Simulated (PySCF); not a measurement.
# A diatomic session: MgI+

The task here is to estimate one member of a computed series from the others.

Computed with PySCF 2.14.0. Level: Mg aug-cc-pVDZ, I aug-cc-pVDZ-PP with ECP28, scalar-relativistic core potentials.

Set-up of the first run:

The job is set up so:

| Property | Result |
| --- | --- |
| atoms | Mg, I |
| charge | 1 |
| basis | Mg aug-cc-pVDZ, I aug-cc-pVDZ-PP with ECP28 |
| Hamiltonian | scalar-relativistic core potentials |
| basis functions | 59 |
| electrons treated | 36 |
| masses in u | 23.9850, 126.9045 |
| levels | PBE0, PBE, r²SCAN, r²SCAN0, BHandHLYP, B2PLYP, CAM-B3LYP, HF, MP2, SCS-MP2, CCSD, CCSD(T) |
| grid | 80 radial by 434 angular points |
| occupations | held fixed by the projection of orbital angular momentum |
| dissociation limit | Mg+ + I, each in its ground configuration |
| starting distance in angstrom | 2.765 |
| values of 2S to try | 0, 2 |

The run is started by

```bash
$ OMP_NUM_THREADS=1 python dia.py task.json out
```

Steps of the session up to this table: Input; The PBE0 curve of the state that the search chose; Excited determinants; PBE; r²SCAN; r²SCAN0; BHandHLYP (global hybrid GGA); B2PLYP; CAM-B3LYP (range-separated hybrid); RHF (mean field); Adding correlation.

One of the session's tables, all rows but one given; the rest of the session is left out.

Energy (eV) from each level's lowest point:

```
R (Å)    RHF  RHF-MP2  RHF-SCS-MP2  RHF-CCSD  RHF-CCSD(T)
2.133  1.045    1.085        1.090       n/a          n/a
2.232  0.471    0.497        0.502     0.502        0.510
2.331  0.151    0.165        0.168     0.169        0.174
2.406  0.035    0.042        0.044     0.044        0.046
2.480  0.000    0.000        0.000     0.000        0.000
2.554      ?        ?            ?         ?            ?
2.654  0.136    0.122        0.114     0.112        0.106
2.778  0.350    0.326        0.311     0.304        0.294
2.926  0.674    0.634        0.607     0.593        0.576
3.125  1.151    1.084        1.037       n/a          n/a
```

**Question.** Estimate the row for R (Å) = 2.554.

Worked estimate for «RHF». A straight line through the neighbours (2.480, 0.000) and (2.654, 0.136) gives 0.000 + (0.136 − 0.000) × (2.554 − 2.480) / (2.654 − 2.480) = 0.058; a parabola fitted to 4 rows on both sides gives 0.033.

As computed: RHF: 0.027; RHF-MP2: 0.021; RHF-SCS-MP2: 0.019; RHF-CCSD: 0.018; RHF-CCSD(T): 0.015. In «RHF» the line misses by +0.031 and the parabola by +0.006.

State 2 has its PBE0 minimum 1.56 eV higher. The other levels ran on the lowest alone.
